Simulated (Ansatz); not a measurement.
# BrClF2Sn, SMILES [F][Sn]([F])([Cl])[Br]: a comparison of dispersion corrections

Computed with Ansatz 0.2.0 through its Python package.

The cells in order, each with its output:

In [1]:
```python
import warnings

import ansatz as az
from ase import Atoms
```

In [2]:
```python
BASIS = 'def2-SVP'

warnings.simplefilter('ignore', az.DeckWarning)
```

In [3]:
```python
atoms = Atoms(['F', 'Sn', 'F', 'Cl', 'Br'], positions=[
    (-0.0666, -0.3581, 1.993),
    (0.0426, -0.0932, 0.057),
    (1.544, -1.0984, -0.5988),
    (-1.836, -0.8669, -0.9941),
    (0.3659, 2.3429, -0.4986),
])
brclf2sn = az.Crystal.molecule_from_ase(atoms)
```

In [4]:
```python
setup = brclf2sn.calculation().basis(gaussian=BASIS).accuracy('high')
for name in ['r2scan', 'blyp']:
    for correction in ('d3bj', 'd4'):
        summary = setup.functional(name, dispersion=correction).run(threads=1, pin='off').report
        print(f'{name:8s} {correction:5s} total {summary["free_energy_ev"]:.5f} eV, of which dispersion {1000 * summary["dispersion"]["energy"]["ev"]:.2f} meV')
```
```text
r2scan   d3bj  total -93820.02031 eV, of which dispersion -38.23 meV
r2scan   d4    total -93820.01967 eV, of which dispersion -37.59 meV
blyp     d3bj  total -93819.98905 eV, of which dispersion -317.38 meV
blyp     d4    total -93820.01642 eV, of which dispersion -344.75 meV
```

The settings weren't tested for convergence. The geometry is a force-field or estimated start, not a minimum of this method, and the basis set is short of its limit. D4 holds the three-body term, and d3bj doesn't. def2 sets replace the cores of elements past krypton by effective core potentials. A dispersion term here runs with damping parameters fitted for another variant or functional. The script silences the warnings on its input, which a real study should read. Finished in 54 s on 1 thread of Arm Neoverse V2 (shared host), peak memory 0.41 GiB.

(Lines on the test bed's own set-up are left out of the output.)
